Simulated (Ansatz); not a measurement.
# C3H9NZn: up Jacob's ladder to CCSD(T)

Aim: compute C3H9NZn with functionals from several rungs and with coupled cluster. The yardstick is the atomisation energy at the CCSD(T) limit.

Computed with Ansatz 0.2.0, Gaussian basis. Level: functionals in def2-TZVPP, the program's frozen cores in correlated methods.

Levels to be run: LDA (SPW92), PBE-D4, revPBE-D4, BLYP-D4, r2SCAN-D4, B97M-V, PBE0-D4, B3LYP-D4, r2SCANh-D4, r2SCAN0-D4, HSE06-D4, BHLYP-D4, CAM-B3LYP-D4, LC-ωPBE, ωB97X-V, ωB97M-V, B2PLYP, PBE-QIDH; CCSD(T)/def2-SVP; CCSD(T)/def2-TZVPP; MP2/def2-QZVPP; extrapolation to the limit; RPA on PBE.

## (1) Structure used throughout

All runs share one geometry, relaxed beforehand with PBE0-D4 in a triple-zeta def2 set.

SMILES `C[CH](C)[Zn][NH2]`, 14 atoms, charge 0, spin multiplicity 1.

Atoms are counted from 1 here; the program's logs count them from 0.

Bond lengths: C1–C2 1.527 Å, C1–H6 1.098 Å, C1–H7 1.093 Å, C1–H8 1.095 Å, C2–C3 1.526 Å, C2–Zn4 1.953 Å, C2–H9 1.097 Å, C3–H10 1.094 Å, C3–H11 1.093 Å, C3–H12 1.098 Å, Zn4–N5 1.824 Å, N5–H13 1.010 Å, N5–H14 1.010 Å. Angles: C2–C1–H6 110.9°, C2–C1–H7 112.6°, C2–C1–H8 111.8°, H6–C1–H7 107.2°, H6–C1–H8 106.7°, H7–C1–H8 107.4°, C1–C2–C3 110.7°, C1–C2–Zn4 112.1°, C1–C2–H9 107.9°, C3–C2–Zn4 112.2°, C3–C2–H9 107.9°, Zn4–C2–H9 105.8°, C2–C3–H10 111.8°, C2–C3–H11 112.6°, C2–C3–H12 110.9°, H10–C3–H11 107.3°, H10–C3–H12 106.8°, H11–C3–H12 107.2° and more.

## (2) LDA

This LDA is Slater exchange with PW92 correlation.

in.yaml reads:

```yaml
crystal:
  periodic: [false, false, false]
  atoms:
    - {symbol: C, position_ang: [-1.031290, 0.153011, 1.397068]}
    - {symbol: C, position_ang: [0.243661, 0.322287, 0.574491]}
    - {symbol: C, position_ang: [1.270359, -0.745647, 0.942730]}
    - {symbol: Zn, position_ang: [-0.121199, 0.363660, -1.343586]}
    - {symbol: N, position_ang: [-0.487529, 0.267992, -3.127802]}
    - {symbol: H, position_ang: [-0.807541, 0.165175, 2.472293]}
    - {symbol: H, position_ang: [-1.760186, 0.946123, 1.209049]}
    - {symbol: H, position_ang: [-1.525934, -0.800944, 1.189048]}
    - {symbol: H, position_ang: [0.673384, 1.302020, 0.817620]}
    - {symbol: H, position_ang: [0.912046, -1.752430, 0.706536]}
    - {symbol: H, position_ang: [2.222607, -0.608856, 0.423012]}
    - {symbol: H, position_ang: [1.482599, -0.729579, 2.020276]}
    - {symbol: H, position_ang: [0.255400, 0.416203, -3.795110]}
    - {symbol: H, position_ang: [-1.326376, 0.701005, -3.485624]}
basis:
  gaussian: {orbitals: def2-TZVPP}
hamiltonian: {xc: lda}
output: {orbitals: {seedname: orbitals}}
```

Run with:

```
> ansatz run in.yaml --threads 4 --pin off --events-out ev --progress --plain --max-ram 11315MiB
```

Further steps of the session: PBE-D4 (GGA); revPBE-D4 (GGA); BLYP-D4 (GGA); r2SCAN-D4 (meta-GGA); B97M-V (meta-GGA); PBE0-D4 (hybrid); B3LYP-D4 (hybrid); r2SCANh-D4 (hybrid); r2SCAN0-D4 (hybrid); HSE06-D4 (hybrid); BHLYP-D4 (hybrid); CAM-B3LYP-D4 (range-separated); LC-ωPBE (range-separated); ωB97X-V (range-separated); ωB97M-V (range-separated); B2PLYP (double hybrid); PBE-QIDH (double hybrid); CCSD(T) in def2-SVP; CCSD(T) in def2-TZVPP; MP2 in def2-QZVPP; RPA on PBE orbitals.

Before running them: what should the planned runs give, taken together? Wanted: atomisation energy, CCSD(T)/CBS; farthest beyond LDA; mean size of error, GGA; mean size of error, meta-GGA; mean size of error, hybrid; mean size of error, range-separated; mean size of error, double hybrid; gap, smallest and largest; T1 diagnostic.

**Answer**, as computed:

| quantity | value |
| --- | --- |
| atomisation energy, CCSD(T)/CBS | 1178.1 kcal/mol |
| functionals within 5.9 kcal/mol (0.5 %) | r2SCAN-D4, B97M-V, PBE0-D4, B3LYP-D4, r2SCANh-D4, HSE06-D4, LC-ωPBE, ωB97X-V, ωB97M-V, PBE-QIDH |
| farthest beyond LDA | BHLYP-D4 (-30.9 kcal/mol) |
| mean size of error, GGA | 11.2 kcal/mol |
| mean size of error, meta-GGA | 2.9 kcal/mol |
| mean size of error, hybrid | 9.3 kcal/mol |
| mean size of error, range-separated | 4.6 kcal/mol |
| mean size of error, double hybrid | 7.7 kcal/mol |
| gap, smallest and largest | 4.35 eV (BLYP-D4), 11.28 eV (LC-ωPBE) |
| T1 diagnostic | 0.0133 |
| triples share of the correlation energy | 3.6 % |

LDA overbinds by 164.7 kcal/mol (14 %). PBE-D4 misses by +21.0 kcal/mol. Double hybrids carry the basis error of their MP2 part in triple zeta, and no dispersion term here, so their miss is partly the set-up's. The rungs meta-GGA, range-separated miss on average by less than the doubt on the reference (5.9 kcal/mol), so they tie. Misses under about 5.9 kcal/mol are within the doubt on the reference itself, which lacks core-valence correlation, relativity and higher excitations. Hartree-Fock recovers 73 % of the binding; the rest is correlation. CCSD(T) in def2-SVP is off by -60.5 kcal/mol, which most functionals beat. The gap grows from 4.3 to 11.3 eV across the functionals, mostly with the share of exact exchange. For Zn the d shell is correlated and the shells below it are frozen.
